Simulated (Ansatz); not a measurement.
# CH₅Cl₃InN: small, medium and large basis sets

One table from this session's results is given with a row withheld; the runs are named, their logs left out.

The runs use Ansatz 0.2.0, Gaussian basis; one geometry, several basis sets.

Plan: PBE0-D4/def2-SVP; ωB97M-V/def2-SVP; PBE0-D4/def2-QZVPP; ωB97M-V/def2-QZVPP; the functionals' def2-TZVPP values are taken from earlier runs.

### Structure used throughout

An earlier PBE0-D4 in a triple-zeta def2 set relaxation fixed the geometry. In takes the def2 core potential; no spin-orbit term is included.

SMILES `C[NH2+][In-]([Cl])([Cl])[Cl]`, 11 atoms, charge 0, spin multiplicity 1.

Atoms are counted from 1 here; the program's logs count them from 0.

Bond lengths: C1–N2 1.473 Å, C1–H7 1.091 Å, C1–H8 1.089 Å, C1–H9 1.089 Å, N2–In3 2.274 Å, N2–H10 1.016 Å, N2–H11 1.016 Å, In3–Cl4 2.330 Å, In3–Cl5 2.329 Å, In3–Cl6 2.330 Å. Angles: N2–C1–H7 111.8°, N2–C1–H8 108.8°, N2–C1–H9 108.8°, H7–C1–H8 109.5°, H7–C1–H9 109.5°, H8–C1–H9 108.5°, C1–N2–In3 113.6°, C1–N2–H10 110.7°, C1–N2–H11 110.7°, In3–N2–H10 107.5°, In3–N2–H11 107.4°, H10–N2–H11 106.5°, N2–In3–Cl4 98.5°, N2–In3–Cl5 98.6°, N2–In3–Cl6 98.5°, Cl4–In3–Cl5 118.1°, Cl4–In3–Cl6 117.4°, Cl5–In3–Cl6 118.1°.

Set-up of the first run:

in.yaml

```yaml
crystal:
  periodic: [false, false, false]
  atoms:
    - {symbol: C, position_ang: [0.175534, -1.102327, 0.979719]}
    - {symbol: N, position_ang: [0.702966, -0.333398, -0.160166]}
    - {symbol: In, position_ang: [-0.681537, 1.332779, -0.852629]}
    - {symbol: Cl, position_ang: [-2.540969, 0.034724, -1.389806]}
    - {symbol: Cl, position_ang: [0.617411, 2.160736, -2.598830]}
    - {symbol: Cl, position_ang: [-0.763772, 2.557127, 1.128587]}
    - {symbol: H, position_ang: [0.861752, -1.893090, 1.288164]}
    - {symbol: H, position_ang: [-0.779916, -1.541305, 0.694394]}
    - {symbol: H, position_ang: [0.007044, -0.421832, 1.813712]}
    - {symbol: H, position_ang: [0.871106, -0.940597, -0.956674]}
    - {symbol: H, position_ang: [1.595781, 0.090184, 0.074029]}
basis:
  gaussian: {orbitals: def2-SVP}
hamiltonian: {xc: pbe0, dispersion: d4}
output: {orbitals: {seedname: orbitals}}
```

Command:

```sh
> ansatz run in.yaml --threads 4 --pin off --events-out ev --progress --plain --max-ram 11315MiB
```

Among the steps run: PBE0-D4 in def2-SVP; ωB97M-V in def2-SVP; PBE0-D4 in def2-QZVPP; ωB97M-V in def2-QZVPP.

One table of the session follows, with a row left open; its other results are not shown here.

It belongs to the step «Density functionals: the series». 

| functional | basis | HOMO (eV) |
| --- | --- | --- |
| PBE0-D4 | def2-SVP | -8.42 |
| PBE0-D4 | def2-TZVPP | -8.67 |
| PBE0-D4 | def2-QZVPP | ? |
| ωB97M-V | def2-SVP | -10.64 |
| ωB97M-V | def2-TZVPP | -10.96 |
| ωB97M-V | def2-QZVPP | -11.01 |

Estimate the missing values for PBE0-D4, def2-QZVPP.

The run gave: HOMO (eV): -8.70. In the column «HOMO (eV)» it lies between ωB97M-V, def2-SVP (-10.64) and PBE0-D4, def2-TZVPP (-8.67).
